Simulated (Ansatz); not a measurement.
# BClFGeH4N: the cost of one run

Program: Ansatz 0.2.0. Level of theory: RKS PBE-D4/def2-SVP. These are calculated values, not measurements.

## (1) The structure to begin with

Bond lengths: F1–B2 1.380 Å, B2–Cl3 1.825 Å, B2–N4 1.585 Å, N4–Ge5 1.906 Å, N4–H6 1.044 Å, Ge5–H7 1.526 Å, Ge5–H8 1.523 Å, Ge5–H9 1.515 Å. Angles: F1–B2–Cl3 118.7°, F1–B2–N4 121.9°, Cl3–B2–N4 119.2°, B2–N4–Ge5 104.1°, B2–N4–H6 103.9°, Ge5–N4–H6 106.6°, N4–Ge5–H7 110.3°, N4–Ge5–H8 109.2°, N4–Ge5–H9 105.4°, H7–Ge5–H8 111.6°, H7–Ge5–H9 110.4°, H8–Ge5–H9 109.7°.

Coordinates:

```xyz
9

F    -1.6665    0.8698    1.0340
B    -0.4425    0.3196    1.3560
Cl   -0.2276   -0.4415    3.0010
N     0.8092    0.4385    0.3905
Ge    0.2727   -0.4953   -1.1818
H     0.8381    1.4520    0.1409
H    -0.9739    0.1482   -1.7811
H     0.0385   -1.9607   -0.8376
H     1.4404   -0.3768   -2.1390
```

## (2) End point A

File input.yaml:

```yaml
crystal:
  periodic: [false, false, false]
  atoms:
    - { symbol: F, position_ang: [-1.6665, 0.8698, 1.034] }
    - { symbol: B, position_ang: [-0.4425, 0.3196, 1.356] }
    - { symbol: Cl, position_ang: [-0.2276, -0.4415, 3.001] }
    - { symbol: "N", position_ang: [0.8092, 0.4385, 0.3905] }
    - { symbol: Ge, position_ang: [0.2727, -0.4953, -1.1818] }
    - { symbol: H, position_ang: [0.8381, 1.452, 0.1409] }
    - { symbol: H, position_ang: [-0.9739, 0.1482, -1.7811] }
    - { symbol: H, position_ang: [0.0385, -1.9607, -0.8376] }
    - { symbol: H, position_ang: [1.4404, -0.3768, -2.139] }
basis:
  gaussian: { orbitals: def2-SVP }
hamiltonian:
  xc: pbe
  dispersion: d4
relax:
  f_tol: 0.015
  max_steps: 40
```

Run with:

```sh
ansatz run input.yaml --threads 2 --pin off --max-ram 3072MiB --backend cpu --events-out ev --progress --plain --runs-dir out
```

Q: Estimate wall time and peak memory on 2 threads of Arm Neoverse V1, shared host.

About 76 s, with a peak of 0.18 GiB.
